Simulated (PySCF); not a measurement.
# C2H9GaSi: the cost of one run

Computed with PySCF 2.14.0, with density-fitted response routines of our own, on a single molecule in the gas phase. Atoms count from 0, in the outputs and in this text.

1 further run of the same task is left out (for a known fault of the program). Runs told in other sessions of the task aren't counted.

## 1. The starting structure

13 atoms, charge 0, multiplicity 1; geometry from: PBE0-D3(BJ)/def2-SVP.

Bonds of the start (Å): C0–Ga1 1.97, Ga1–C2 1.97, C2–Si3 1.88, C0–H4 1.10, C0–H5 1.10, C0–H6 1.10, Ga1–H7 1.58, C2–H8 1.10, C2–H9 1.10, Si3–H10 1.50, Si3–H11 1.50, Si3–H12 1.50.

## 2. Nuclear shieldings: PBE0/6-31G*

What the job is given:

```
{"job": {"kind": "nmr", "xc": "PBE0", "basis": "6-31G*", "pop": true}, "charge": 0, "multiplicity": 1}
C      2.302451    -0.350600    -0.042096
Ga     0.837613     0.946806     0.157912
C     -0.917201     0.601891    -0.679226
Si    -1.980499    -0.573173     0.323283
H      2.117490    -1.077431    -0.846544
H      2.417913    -0.911969     0.900961
H      3.262785     0.154603    -0.229401
H      1.023401     2.251507     1.023165
H     -1.469060     1.546148    -0.816719
H     -0.758418     0.143798    -1.670889
H     -2.217490    -0.035029     1.701397
H     -3.317111    -0.816660    -0.306608
H     -1.296035    -1.896875     0.474393
```

With the program's defaults for keys left out, this is: GIAO PBE0/6-31G* NMR shielding, non-relativistic, gas phase.

The run is started by

```bash
$ OMP_NUM_THREADS=1 python probes_run.py task.json out
```

One launch serves the whole session: the jobs run in the order shown.

Q: Estimate the wall time and peak memory of this first job on 1 thread of Arm Neoverse V1, shared host.

About 10 s, with a peak of 0.54 GiB.
